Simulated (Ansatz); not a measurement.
# BGeH₅S (SMILES S[BH][GeH3]): single points off equilibrium

The task here is to estimate one member of a computed series from the others.

Method: single points in def2-TZVPP; program: Ansatz 0.2.0, Gaussian basis.

Cores are frozen in the correlated methods. Filled d shells of the heavier atoms are correlated.

## Where the work starts

SMILES `S[BH][GeH3]`, 8 atoms, charge 0, spin multiplicity 1.

Atoms are counted from 1 here; the program's logs count them from 0.

Bond lengths: S1–B2 1.678 Å, S1–H4 1.282 Å, B2–Ge3 1.969 Å, B2–H5 1.134 Å, Ge3–H6 1.444 Å, Ge3–H7 1.552 Å, Ge3–H8 1.455 Å. Angles: B2–S1–H4 105.0°, S1–B2–Ge3 120.1°, S1–B2–H5 108.4°, Ge3–B2–H5 131.2°, B2–Ge3–H6 118.4°, B2–Ge3–H7 117.7°, B2–Ge3–H8 116.2°, H6–Ge3–H7 97.2°, H6–Ge3–H8 101.8°, H7–Ge3–H8 102.5°.

Geometry (Å):

```xyz
8

S    -1.08820    0.21360   -1.89710
B     0.29230   -0.22450   -1.04910
Ge    0.33130   -0.08410    0.91400
H    -1.86130    0.74460   -1.02300
H     1.03710   -0.66490   -1.78180
H    -0.65370    0.74870    1.56340
H     1.58610    0.55550    1.56600
H     0.19550   -1.33250    1.64950
```

Set-up of the first run:

The input, run/in.yaml:

```yaml
crystal:
  periodic: [false, false, false]
  atoms:
    - {symbol: S, position_ang: [-1.088200, 0.213600, -1.897100]}
    - {symbol: B, position_ang: [0.292300, -0.224500, -1.049100]}
    - {symbol: Ge, position_ang: [0.331300, -0.084100, 0.914000]}
    - {symbol: H, position_ang: [-1.861300, 0.744600, -1.023000]}
    - {symbol: H, position_ang: [1.037100, -0.664900, -1.781800]}
    - {symbol: H, position_ang: [-0.653700, 0.748700, 1.563400]}
    - {symbol: H, position_ang: [1.586100, 0.555500, 1.566000]}
    - {symbol: H, position_ang: [0.195500, -1.332500, 1.649500]}
basis:
  gaussian: {orbitals: def2-TZVPP}
correlation: {method: ccsd_t}
output: {forces: true}
```

The command line of these runs was not kept.

Among the steps run: CCSD(T)/def2-TZVPP; PBE0-D4/def2-TZVPP; wB97M-V/def2-TZVPP; r2SCAN-D4/def2-TZVPP; PBE-D4/def2-TZVPP; wB97X-V/def2-TZVPP; revPBE-D4/def2-TZVPP.

One of the session's tables, all rows but one given; the rest of the session is left out.

```
   method  RMS force component (eV/Å)  angle to CCSD(T) forces (°)  dipole (D)
  CCSD(T)                       1.129                    reference        1.14
  PBE0-D4                       1.115                          6.4        1.06
  wB97M-V                       1.084                          3.7        1.10
r2SCAN-D4                       1.114                          5.4        1.05
   PBE-D4                       1.187                          9.8        1.12
  wB97X-V                       1.126                          3.8        1.02
revPBE-D4                           ?                            ?           ?
```

Q: Estimate the row for revPBE-D4 from the others.

The run gave: RMS force component (eV/Å): 1.214; angle to CCSD(T) forces (°): 8.5; dipole (D): 1.12. In the column «RMS force component (eV/Å)» it is the highest.
